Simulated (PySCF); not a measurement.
# IrO2: relaxation and vibrations of the quartet

The task is one start of a wider search on IrO2: the quartet, from a end-on start. It is relaxed, tested by its Hessian and followed downhill if it is a saddle.

The runs use PySCF 2.14.0; PBE0, basis Ir def2-TZVP with ECP60, O def2-TZVP, scalar-relativistic core potentials, no spin–orbit coupling, density fitting.

### Step 1. Where the work starts

3 atoms, charge 0, spin multiplicity 4.

Bond lengths: Ir1–O2 1.905 Å, O2–O3 1.445 Å. Angles: Ir1–O2–O3 119.9°.

Coordinates in bohr (charge 0 multiplicity 4):
```
Ir    0.0000    0.0000    0.0000
O     0.0000    0.0000    3.6009
O     2.3674    0.0000    4.9615
```

### Step 2. Finding the electronic state

One driver script runs all steps and calls PySCF; scf.py shows how it sets up the SCF of each step. The optimiser is the driver's own. After this first run the driver tries any further starts and a stability analysis.

scf.py

```python
from pyscf import gto, scf, dft
mol = gto.M(atom='''
Ir     0.000000     0.000000     0.000000
O      0.000000     0.000000     1.905500
O      1.252800     0.000000     2.625500''',
    basis={'Ir': 'def2-TZVP', 'O': 'def2-TZVP'},
    ecp={'Ir': 'def2-TZVP'},
    charge=0, spin=3)
mf = dft.UKS(mol, xc='PBE0')
mf.grids.atom_grid = (50, 194)
aux = {'Ir': 'def2-universal-JKFIT', 'O': 'def2-universal-JKFIT'}
mf = mf.density_fit(auxbasis=aux)
mf.conv_tol = 1e-08
mf.diis_space = 10
mf.max_cycle = 60
mf.init_guess = 'minao'
mf.verbose = 4
mf.kernel()
```

Started as:

```console
$ OMP_NUM_THREADS=2 python axn.py task.json out
```

Log:

```text
init E= -238.370718781776
[... the frontier-level lines of each cycle are left out ...]
cycle= 1 E= -253.898725902306  delta_E= -15.5  |g|= 1.01  |ddm|= 5.32
cycle= 2 E= -243.898564948476  delta_E=   10  |g|= 3.63  |ddm|= 4.65
cycle= 3 E= -253.970986884136  delta_E= -10.1  |g|= 1.11  |ddm|=  4.4
cycle= 4 E= -254.199797890205  delta_E= -0.229  |g|= 0.779  |ddm|= 0.697
cycle= 5 E= -254.413100202362  delta_E= -0.213  |g|= 0.315  |ddm|= 0.361
cycle= 6 E= -254.462603539022  delta_E= -0.0495  |g|= 0.0904  |ddm|= 0.246
cycle= 7 E= -254.467881945127  delta_E= -0.00528  |g|= 0.0383  |ddm|= 0.134
cycle= 8 E= -254.468684703327  delta_E= -0.000803  |g|= 0.0175  |ddm|= 0.0406
cycle= 9 E= -254.469285536296  delta_E= -0.000601  |g|= 0.00988  |ddm|= 0.0472
cycle= 10 E= -254.469565711848  delta_E= -0.00028  |g|= 0.00638  |ddm|= 0.0348
cycle= 11 E= -254.469722803182  delta_E= -0.000157  |g|= 0.0042  |ddm|= 0.0339
cycle= 12 E= -254.469768832244  delta_E= -4.6e-05  |g|= 0.00151  |ddm|= 0.0194
cycle= 13 E= -254.469775970605  delta_E= -7.14e-06  |g|= 0.000548  |ddm|= 0.00808
cycle= 14 E= -254.469776799206  delta_E= -8.29e-07  |g|= 0.000275  |ddm|= 0.00196
cycle= 15 E= -254.469777044198  delta_E= -2.45e-07  |g|= 0.000202  |ddm|= 0.00108
cycle= 16 E= -254.469777166781  delta_E= -1.23e-07  |g|= 0.000147  |ddm|= 0.00087
cycle= 17 E= -254.469777239946  delta_E= -7.32e-08  |g|= 5.21e-05  |ddm|= 0.000747
cycle= 18 E= -254.469777273401  delta_E= -3.35e-08  |g|= 4.45e-05  |ddm|= 0.000532
cycle= 19 E= -254.469777299632  delta_E= -2.62e-08  |g|= 3.41e-05  |ddm|= 0.000544
cycle= 20 E= -254.469777309419  delta_E= -9.79e-09  |g|= 2.03e-05  |ddm|= 0.000317
Extra cycle  E= -254.469777311329  delta_E= -1.91e-09  |g|= 3.12e-05  |ddm|= 0.0001
converged SCF energy = -254.469777311329  <S^2> = 3.7583044  2S+1 = 4.0041501
```

This step, with its further starts and checks, needed 18 s of wall time on 2 threads of Arm Neoverse V2, shared host.

The starts that the driver tried:

```csv
start,energy (Eh)
the minimal-basis guess,-254.469777
a thermally smeared density,-254.469429
a smeared PBE density,-254.469429
```

The test of internal stability and the other starts found no lower solution of this spin.

### Step 3. Relaxing the quartet from the end-on start

The program finds Cs symmetry in the start, which this walk keeps. Threshold on the gradient: 0.0003 Eh/bohr, with a further test on the energy change.

scf.py, as its differences from that of step 2:

```diff
@@ -3,3 +3,3 @@
-Ir     0.000000     0.000000     0.000000
-O      0.000000     0.000000     1.905500
-O      1.252800     0.000000     2.625500''',
+Ir    -0.089078     0.000000    -0.322170
+O     -0.089078     0.000000     1.583330
+O      1.163722     0.000000     2.303330''',
@@ -16 +15,0 @@
-mf.init_guess = 'minao'
```

The optimiser's trace:

```csv
step,energy (Eh),change (kJ/mol),largest symmetric gradient (Eh/bohr)
0,-254.469777,0.00,0.08104
1,-254.490871,-55.38,0.01816
2,-254.491935,-58.17,0.00939
3,-254.492813,-60.48,0.00866
4,-254.493189,-61.47,0.00263
5,-254.493236,-61.59,0.00078
6,-254.493237,-61.59,0.00010
```

The walk took 18 s.

End point (Cs, 6 steps, 61.6 kJ/mol gained): Ir–O 1.884 Å, O–O 1.277 Å; Ir–O–O 103.1°.

### Step 4. Frequencies

The point is checked on the finer grid, and tightened if its gradient asks for it. The Hessian and the dipole derivatives come from central differences of analytic gradients, with steps of 0.02 bohr.

scf.py, as its differences from that of step 3:

```diff
@@ -3,3 +3,3 @@
-Ir    -0.089078     0.000000    -0.322170
-O     -0.089078     0.000000     1.583330
-O      1.163722     0.000000     2.303330''',
+Ir    -0.064644     0.000000    -0.294711
+O     -0.218042     0.000000     1.583174
+O      0.998956     0.000000     1.971650''',
@@ -10 +10 @@
-mf.grids.atom_grid = (50, 194)
+mf.grids.atom_grid = (75, 302)
@@ -13 +13 @@
-mf.conv_tol = 1e-08
+mf.conv_tol = 1e-10
```

This SCF starts from the last density.

Log of the central SCF (cycles and frontier levels):

```text
init E= -254.493190271149
[... the frontier-level lines of each cycle are left out ...]
cycle= 1 E= -254.49319027111  delta_E= 3.84e-11  |g|= 1.05e-05  |ddm|= 9.64e-06
cycle= 2 E= -254.493190270603  delta_E= 5.08e-10  |g|= 3.53e-05  |ddm|= 3.14e-05
cycle= 3 E= -254.493190271162  delta_E= -5.59e-10  |g|= 9.77e-07  |ddm|= 2.44e-05
cycle= 4 E= -254.493190271162  delta_E= -2.84e-13  |g|= 6.01e-07  |ddm|= 1.19e-06
Extra cycle  E= -254.493190271163  delta_E= -1.48e-12  |g|= 9.28e-07  |ddm|= 2.27e-06
converged SCF energy = -254.493190271163  <S^2> = 3.758793  2S+1 = 4.0043941
```

The whole step took 58 s.

Geometry: Cs; Ir–O 1.884 Å, O–O 1.277 Å; Ir–O–O 103.0°.

Modes, for the most abundant isotopes:

```tsv
symmetry	ω (cm⁻¹)	IR (km/mol)
a'	149	14.1
a'	617	11.1
a'	1249	227
```

No imaginary mode, so this is a minimum.

Constants and moments:

```yaml
Dipole_moment: 2.86 D
Highest_occupied_level: -6.89 eV
Lowest_empty_level: -3.72 eV
Rotational_constants: 1.775, 0.1327, 0.1234 cm⁻¹
Zero-point_energy: 12.0 kJ/mol
Principal_polarisabilities: 37.7, 40.0, 71.2 bohr³
Atomisation_energy_without_zero-point_energy: 611 kJ/mol
Principal_traceless_quadrupole_moments_about_the_centre_of_mass: -3.70, 0.92, 2.78 D Å
Entropy_at_298.15_K_and_1_bar_electronic_part_spin_only: 299.5 J/(mol K)
Heat_capacity_Cp_at_298.15_K: 46.1 J/(mol K)
Enthalpy_at_298.15_K_above_0_K: 12.04 kJ/mol
Rotational_symmetry_number: 1
Spin_squared_⟨S²⟩: 3.759
```

Populations by atom (charges in e):

| atom | Mulliken | Löwdin | polar tensor | spin (Mulliken) | Mayer order to Ir1 |
| --- | --- | --- | --- | --- | --- |
| Ir1 | 0.29 | 0.20 | 0.31 | 1.96 | – |
| O2 | -0.10 | -0.07 | 0.13 | 0.41 | 0.95 |
| O3 | -0.19 | -0.13 | -0.45 | 0.63 | 0.46 |

Mulliken populations on Ir1 (outside its core potential): s 2.79, p 6.11, d 7.80, f 0.01.

### Step 5. Results

```
                                          quantity                                     value
                                           minimum                               quartet, Cs
                                          geometry  Ir–O 1.884 Å, O–O 1.277 Å; Ir–O–O 103.0°
                                wavenumbers (cm⁻¹)             149 (a'), 617 (a'), 1249 (a')
                                     dipole moment                                    2.86 D
highest occupied, lowest empty level (either spin)                           -6.89, -3.72 eV
                        polar-tensor charge of Ir1                                   +0.31 e
                                 zero-point energy                               12.0 kJ/mol
                               entropy at 298.15 K                           299.5 J/(mol K)
         atomisation energy (no zero-point energy)                                611 kJ/mol
                                              ⟨S²⟩                                     3.759
```

**Reading.** The end-on start keeps its Cs symmetry and ends in a minimum. In the infrared the band at 1249 cm⁻¹ (a') leads. Most of the spin sits on Ir1 (Mulliken spin 1.96, against 3 for the whole molecule). Other starts or spin states, not run here, may lie lower. One determinant may miss the lowest occupation of an open d or f shell. Spin–orbit coupling, left out here, can matter for elements this heavy.

The search up to here took 95 s.
